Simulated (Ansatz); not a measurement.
The system is In3As.

```
In As
1.0
     4.67168    0.00000    0.00000
     0.00000    4.67168    0.00000
     0.00000    0.00000    4.67168
In As
3 1
Direct
  0.50000 0.50000 0.00000
  0.50000 0.00000 0.50000
  0.00000 0.50000 0.50000
  0.00000 0.00000 0.00000
```

The cell comes from a database or a generator and needn't be the stable form of this composition.

Base run:

```yaml
Program: Ansatz 0.2.0
Functional: PBEsol
Potentials_or_basis: all-electron LAPW, scalar-relativistic
Cutoff: 158 eV (chosen from the basis error)
Basis_error_allowed: 0.002 eV/atom
k_mesh: 6 × 6 × 6
Occupations: fermi-dirac, width 0.05 eV
Spin: no spin polarisation
```

Its results: pressure -2.4 GPa.

**Question.** The run is repeated on the same cell with these changes: k mesh from 6 × 6 × 6 to 4 × 4 × 4. What comes out?

**Answer.** Pressure -3.0 GPa.

Caveats: the k mesh is thin for a metal, which can move the energy by tens of meV per atom (some runs).
